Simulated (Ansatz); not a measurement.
NbTe:

```xyz
2
Lattice="3.4257 0.0000 0.0000 0.0000 3.4257 0.0000 0.0000 0.0000 3.4257" Properties=species:S:1:pos:R:3 pbc="T T T"
Nb    1.7128    1.7128    1.7128
Te    0.0000    0.0000    0.0000
```

The cell was built by a generator and needn't be a form met in nature.

```yaml
Program: Ansatz 0.2.0
Task: relaxation of cell and atoms
Functional: HSEsol
Potentials_or_basis: Ansatz PAW
Cutoff: "420 eV (not typed: the program's choice for these potentials)"
k_mesh: 4 × 4 × 4
Occupations: fermi-dirac, width 0.05 eV
Spin: no spin polarisation
```

At the start: volume 20.10 Å³/atom.

Problem. Where does the relaxation end?

Solution. It ends after 5 steps and the volume is 19.02 Å³/atom (-5.4 %); space group Pm-3m (No. 221, to 0.05 Å).

The path:
```csv
step,energy change (eV),largest force (eV/Å),volume (Å³)
1,0.0000,0.0000,40.20
2,-0.0545,0.0000,38.40
3,-0.0563,0.0000,37.99
4,-0.0563,0.0000,38.04
5,-0.0557,0.0000,38.04
```

Final structure:
```
CELL_PARAMETERS angstrom
3.36304 0.00000 0.00000
0.00000 3.36304 0.00000
0.00000 0.00000 3.36304
ATOMIC_POSITIONS crystal
Nb 0.50000 0.50000 0.50000
Te 0.00000 0.00000 0.00000
```

Caveat: the k mesh is coarse (spacing up to 0.46 Å⁻¹), so the values aren't converged, least of all with exact exchange; the plane-wave basis is chosen anew once the cell has moved, so the energies of steps on either side of that aren't comparable; the PAW data sets come from PBE, with cores solved anew for the run's functional, which leaves a small shift of forces and pressure.
